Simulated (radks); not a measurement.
# Valence configurations of Ta²⁺

NIST gives [Xe] 4f14 5d3 as the ground configuration of Ta²⁺. Does this level of theory agree? Several fillings of the valence shells are run.

Program: radks (a radial shooting solver on a logarithmic mesh, Libxc functionals) version 1. Level of theory: Dirac Kohn-Sham, LDA (Slater exchange, Perdew-Wang correlation), spin-unpolarised, spherical densities, point nucleus; open shells are shared between the two j in proportion to 2j + 1. These are calculated values, not measurements, unless marked.

### 1 The system

* element: tantalum (Z = 73)
* charge: +2
* electrons: 71
* configuration: [Xe] 4f14 5d3
* others tried: 4f13 5d3 6s1; 4f13 5d4; 4f14 5d2.5 6p0.5; 4f13 5d2.5 6p1.5; 4f14 5d2 6s1; 4f13.5 5d3 6p0.5; 4f13 5d3 6p1; 4f13.5 5d3.5; 4f14 5d2 6p1

The outer shells:

Ta²⁺
```
[Xe] core
4f [↑↓][↑↓][↑↓][↑↓][↑↓][↑↓][↑↓]
5d [↑ ][↑ ][↑ ][  ][  ]
```

### 2 [Xe] 4f14 5d3

Settings of this run:

```text
Z 73
configuration [Xe] 4f14 5d3
relativity Dirac
functional lda,pw
spin unpolarised
j_filling average
nucleus point
c 137.035999084
```

### 3 [Xe] 4f13 5d3 6s1

Settings, as their differences from step 2:

```diff
@@ -1,3 +1,3 @@
 Z 73
-configuration [Xe] 4f14 5d3
+configuration [Xe] 4f13 5d3 6s1
 relativity Dirac
```

### 4 [Xe] 4f13 5d4

Settings, as their differences from step 3:

```diff
@@ -1,3 +1,3 @@
 Z 73
-configuration [Xe] 4f13 5d3 6s1
+configuration [Xe] 4f13 5d4
 relativity Dirac
```

### 5 [Xe] 4f14 5d2.5 6p0.5

Settings, as their differences from step 4:

```diff
@@ -1,3 +1,3 @@
 Z 73
-configuration [Xe] 4f13 5d4
+configuration [Xe] 4f14 5d2.5 6p0.5
 relativity Dirac
```

### 6 [Xe] 4f13 5d2.5 6p1.5

Settings of this run:

```text
Z 73
configuration [Xe] 4f13 5d2.5 6p1.5
relativity Dirac
functional lda,pw
spin unpolarised
j_filling average
nucleus point
c 137.035999084
```

### 7 [Xe] 4f14 5d2 6s1

Settings of this run:

```text
Z 73
configuration [Xe] 4f14 5d2 6s1
relativity Dirac
functional lda,pw
spin unpolarised
j_filling average
nucleus point
c 137.035999084
```

### 8 [Xe] 4f13.5 5d3 6p0.5

Settings, as their differences from step 7:

```diff
@@ -1,3 +1,3 @@
 Z 73
-configuration [Xe] 4f14 5d2 6s1
+configuration [Xe] 4f13.5 5d3 6p0.5
 relativity Dirac
```

### 9 [Xe] 4f13 5d3 6p1

Settings of this run:

```text
Z 73
configuration [Xe] 4f13 5d3 6p1
relativity Dirac
functional lda,pw
spin unpolarised
j_filling average
nucleus point
c 137.035999084
```

### 10 [Xe] 4f13.5 5d3.5

Settings, as their differences from step 9:

```diff
@@ -1,3 +1,3 @@
 Z 73
-configuration [Xe] 4f13 5d3 6p1
+configuration [Xe] 4f13.5 5d3.5
 relativity Dirac
```

### 11 [Xe] 4f14 5d2 6p1

Settings, as their differences from step 10:

```diff
@@ -1,3 +1,3 @@
 Z 73
-configuration [Xe] 4f13.5 5d3.5
+configuration [Xe] 4f14 5d2 6p1
 relativity Dirac
```

**Question.** What will these runs give? Wanted: for each run, valence; E − E(NIST configuration); highest level; its energy; 1s shift.

The runs gave:

```
         valence  E − E(NIST configuration) (eV)  highest level  its energy (eV)  1s shift (eV)
        4f14 5d3                           0.000          5d5/2          -18.343          +0.00
    4f14 5d2 6s1                           0.233          6s1/2          -19.946          -2.84
4f14 5d2.5 6p0.5                           3.091          6p3/2          -13.290          -2.12
    4f14 5d2 6p1                           6.543          6p3/2          -14.043          -4.29
    4f13.5 5d3.5                          11.830          5d5/2          -19.111          -4.52
4f13.5 5d3 6p0.5                          15.227          6p3/2          -13.474          -6.69
        4f13 5d4                          25.468          5d5/2          -19.864          -9.20
    4f13 5d3 6s1                          26.711          6s1/2          -20.575         -12.23
    4f13 5d3 6p1                          33.276          6p3/2          -14.400         -13.66
4f13 5d2.5 6p1.5                          37.819          6p3/2          -15.103         -15.96
```

What this shows: Theory agrees with NIST among these: the next, 4f14 5d2 6s1, lies 0.233 eV higher. The energies are those of spherical spin-averaged densities, not of single terms. The 1s eigenvalue shifts by up to 15.96 eV as the valence charge is rearranged.
